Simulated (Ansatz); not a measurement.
# AlAs3: the cost of one run

Method: DFT PBE, scalar-relativistic, plane waves, PAW, in Ansatz 0.2.0.

### Step 1. Starting point

It takes space group I4/mmm (No. 139, tetragonal). The conventional cell has a = 4.507 Å, b = 4.507 Å, c = 8.641 Å, α = 90.00°, β = 90.00°, γ = 90.00°. Al (site symmetry 4/mmm) is surrounded by 12 As at 3.12 to 3.19 Å. Around As (site symmetry -4m2) lie 4 Al at 3.12 Å and 8 As at 3.12 to 3.19 Å. Around As (site symmetry 4/mmm) lie 8 As at 3.12 Å and 4 Al at 3.19 Å.

Structure file:

```cif
data_structure
_symmetry_space_group_name_H-M 'I4/mmm'
_symmetry_Int_Tables_number 139
_cell_length_a 4.5074
_cell_length_b 4.5074
_cell_length_c 8.6413
_cell_angle_alpha 90.000
_cell_angle_beta 90.000
_cell_angle_gamma 90.000
_cell_volume 175.56
loop_
_atom_site_label
_atom_site_type_symbol
_atom_site_symmetry_multiplicity
_atom_site_Wyckoff_symbol
_atom_site_fract_x
_atom_site_fract_y
_atom_site_fract_z
_atom_site_occupancy
Al1 Al 2 a 0.00000 0.00000 0.00000 1
As1 As 4 d 0.00000 0.50000 0.25000 1
As2 As 2 b 0.50000 0.50000 0.00000 1
```

Recipe of the guess: species swapped into a database cell of TlIn3 (I4/mmm, No. 139), with Al on the Tl sites and As on the In sites. Its size is a rough estimate.

### Step 2. A first look at the guess

The input, input.yaml:

```yaml
crystal:
  lattice:
    - [-2.25370858, 2.25370858, 4.32063139]
    - [2.25370858, -2.25370858, 4.32063139]
    - [2.25370858, 2.25370858, -4.32063139]
  atoms:
    - { symbol: Al, position: [0.0, 0.0, 0.0] }
    - { symbol: As, position: [0.75, 0.25, 0.5] }
    - { symbol: As, position: [0.25, 0.75, 0.5] }
    - { symbol: As, position: [0.5, 0.5, 0.0] }
basis:
  ecutwfc: 420
kpoints:
  mp_grid: { grid: [6, 6, 6] }
hamiltonian:
  xc: pbe
scf:
  occupations: { method: gaussian, width: 0.1 }
  lower_state_search: "off"
output:
  forces: true
  stress: true
  eigenvalues: true
```

Started as:

```sh
$ ansatz run input.yaml --threads 1 --pin off --max-ram 2560MiB --backend cpu --events-out ev --progress --plain --runs-dir out
```

**Question.** How long does this run take on 1 thread of Arm Neoverse V1, shared host, and how much memory does it need?

About 4.6 s, with a peak of 0.36 GiB.
